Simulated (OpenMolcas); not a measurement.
# W³⁺ among point charges: CASSCF and CASPT2 levels and susceptibility

Aim: the splitting of the states of W³⁺ in the field of 6 point charges, its lowest levels with spin-orbit coupling and its magnetic susceptibility.

Program: OpenMolcas 26.06. Level of theory: state-averaged CASSCF and CASPT2, spin-orbit coupling by RASSI with atomic mean-field integrals. These are calculated values, not measurements, unless marked.

## (1) The atom as given

* Species: W³⁺ (tungsten, Z = 74, 71 electrons)
* Basis: ANO-RCC-VDZP [7s6p4d2f1g], 68 functions
* Scalar Hamiltonian: DKH2, point nucleus
* Inactive shells: 1s 2s 2p 3s 3p 3d 4s 4p 4d 4f 5s 5p
* Active space: 3 electrons in 5 orbitals (5d)
* Some configurations of this space: 5d3
* Orbitals: optimised for each spin and parity, averaged over all roots

Outer shells as boxes (Hund's rule):

5d3
```
5d [↑ ][↑ ][↑ ][  ][  ]
```

The ion sits among 6 point charges of -1.7 e arranged as a tetragonal octahedron (D4h), 2.34 Å from the ion, with the axial distance 2.317 Å.

The work runs as a chain of OpenMolcas steps in one folder; each step below is one input file. Labels, J, g values, rates, χT and fits are worked out afterwards by a script from the matrices that RASSI stores. The input lists half of the charges; inversion (Group=XYZ) makes the rest.

## (2) Basis and integrals

a.inp

```
&GATEWAY
Coord
1

W 0.0 0.0 0.0
Basis=ANO-RCC-VDZP
Group=XYZ
NoMove
AngMom=0.0 0.0 0.0
AMFI
XField
3 Angstrom 0
2.340000 0.000000 0.000000 -1.700000
0.000000 2.340000 0.000000 -1.700000
0.000000 0.000000 2.316600 -1.700000
&SEWARD
```

Command:

```console
> OMP_NUM_THREADS=1 MOLCAS_MEM=1689 MOLCAS_PROJECT=a pymolcas a.inp > a.log
```

## (3) CASSCF: quartets of even parity, 10 roots

a.inp

```
&RASSCF
FileOrb=start.orb
Symmetry=1
Spin=4
nActEl=3 0 0
Inactive=15 19
Ras2=5 0
CIRoot=10 10 1
SDav=10
CIMx=300
Iter=120 100
PrWF=0.3
OrbListing=Nothing
MaxOrb=0
>>> COPY $Project.JobIph JOB001
```

start.orb holds the contracted functions of the basis, ordered by shell, or the orbitals of the step before.

## (4) CASSCF: doublets of even parity, 40 roots

a.inp

```
&RASSCF
FileOrb=start.orb
Symmetry=1
Spin=2
nActEl=3 0 0
Inactive=15 19
Ras2=5 0
CIRoot=40 40 1
SDav=40
CIMx=300
Iter=120 100
PrWF=0.3
OrbListing=Nothing
MaxOrb=0
>>> COPY $Project.JobIph JOB002
```

## (5) RASSI: spin-orbit coupling between the states

a.inp

```
&RASSI
NrOfJobIphs=2 10 40
1 2 3 4 5 6 7 8 9 10
1 2 3 4 5 6 7 8 9 10 11 12 13 14 15 16 17 18 19 20 21 22 23 24 25 26 27
28 29 30 31 32 33 34 35 36 37 38 39 40
IphNames
JOB001
JOB002
EJob
SpinOrbit
DIPRint=1.0
SOCoupling=1000.0
Subsets=2
Property=9
'ANGMOM' 1 'ANGMOM' 2 'ANGMOM' 3 'MLTPL  1' 1 'MLTPL  1' 2 'MLTPL  1' 3
'AMFI' 1 'AMFI' 2 'AMFI' 3
SOProperty=3
'ANGMOM' 1 'ANGMOM' 2 'ANGMOM' 3
```

## (6) CASPT2: IPEA 0.25, imaginary shift 0.1 (closed shells correlated: 4f 5s 5p)

a.inp

```
>>> COPY JOB001 $Project.JobIph
&CASPT2
Multistate=10 1 2 3 4 5 6 7 8 9 10
NoMult
Frozen=14 9
IPEA=0.25
Imaginary=0.1
MaxIter=60
WThr=0.0 0.3 0.05
PrWF=0.5
NoMix
>>> COPY JOB002 $Project.JobIph
&CASPT2
Multistate=40 1 2 3 4 5 6 7 8 9 10 11 12 13 14 15 16 17 18 19 20 21 22
23 24 25 26 27 28 29 30 31 32 33 34 35 36 37 38 39 40
NoMult
Frozen=14 9
IPEA=0.25
Imaginary=0.1
MaxIter=60
WThr=0.0 0.3 0.05
PrWF=0.5
NoMix
```

(Steps that only read results are left out.)

Before running it: what results should come out? Wanted: spin-free ground state; first state of the same spin within the active space; lowest level; next level.

**Answer**, as computed:

| quantity | value |
| --- | --- |
| method | SS-CASPT2, IPEA 0.25, imaginary shift 0.1 (closed shells correlated: 4f 5s 5p) |
| spin-free ground state | 4B1, 1-fold in its orbital part |
| first state of the same spin within the active space | 4E at 8690 cm⁻¹ |
| lowest level | 2-fold E1/2, g = 0.45, 0.45, 2.97 |
| next level | 25.1 cm⁻¹ |
| χT at 300 K | 0.48 cm³ K/mol |
| effective moment at 300 K | 1.96 μB |

Cost by method:

```
                                                 method  time of its own steps  time with the reference
                                              A. CASSCF                   15 s                     15 s
B. SS-CASPT2, IPEA 0.25, imaginary shift 0.1, +4f 5s 5p                   12 s                     26 s
```

Times are of one thread on a shared host.

In words: The spin-free ground state (4B1) comes to 100 % from free-ion F terms and keeps the highest spin of the shell. χT at 300 K is 0.48, against 1.88 cm³ K/mol for the spin alone, so spin-orbit coupling lowers it. The field of point charges can differ much from that of real complexes. Point charges carry no covalency, so the field is a model and not that of real ligands.
